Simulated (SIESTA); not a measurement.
Crystal: Nd3Ti.

```
Nd Ti
1.0
    -2.47998    2.47998    4.92639
     2.47998   -2.47998    4.92639
     2.47998    2.47998   -4.92639
Nd Ti
3 1
Direct
  0.50000 0.50000 0.00000
  0.25000 0.75000 0.50000
  0.75000 0.25000 0.50000
  0.00000 0.00000 0.00000
```

The cell comes from a database or a generator and needn't be the stable form of this composition.

| Property | Result |
| --- | --- |
| Program | SIESTA 5.4.2 |
| Task | single point |
| Functional | PBE |
| Potentials or basis | PseudoDojo 0.4 standard with PseudoDojo 3+ lanthanides (4f in the core) (PBE files) |
| Basis | DZP (energy shift 0.003 Ry; two zetas on semicore shells) |
| Grid cutoff | 800 Ry |
| Energy shift | 0.003 Ry |
| k mesh | 8 × 8 × 8 |
| Occupations | fermi-dirac, width 0.05 eV |
| Spin | collinear spin, ferromagnetic start |
| Starting moments | [3.0, 3.0, 3.0, 1.0] μB |

On this cell: pressure 0.1 GPa; largest force under 0.003 eV/Å; net moment 1.03 μB per cell; site moments Nd -0.15, -0.08; Ti +1.33 μB; band gap on the k mesh none (metal or under the smearing width).

The same run follows on a disturbed copy (atoms moved at random, drawn with an rms of 0.05 Å):

```
Nd Ti
1.0
    -2.47998    2.47998    4.92639
     2.47998   -2.47998    4.92639
     2.47998    2.47998   -4.92639
Nd Ti
3 1
Cartesian
  -0.0066 -0.0413 4.9354
  2.5415 -0.0075 2.4678
  -0.0227 2.4915 2.4352
  -0.0221 0.0565 -0.0572
```

What does the disturbed cell give?

The energy (extrapolated to zero smearing) moves by +6.5 meV/atom; pressure 0.1 GPa; largest force 0.342 eV/Å; net moment 1.03 μB per cell; site moments Nd -0.14, -0.08; Ti +1.33 μB; band gap on the k mesh none (metal or under the smearing width).

Forces on the atoms (eV/Å):
```
Nd   0.054  0.155 -0.108
Nd  -0.335  0.069 -0.021
Nd   0.194 -0.055  0.049
Ti   0.087 -0.168  0.080
```

Stress tensor (GPa, compression positive):
```
 0.29 -0.04  0.24
-0.04  0.10  0.02
 0.24  0.02 -0.03
```

Caveats: the magnetic or orbital state may not be the lowest; spin-orbit coupling is left out, which moves the levels of the heavy elements; the 4f electrons are frozen in the core as for a trivalent ion, so they carry no moment and show no levels; the basis of atomic orbitals isn't converged, which shifts pressures, moduli and gaps.
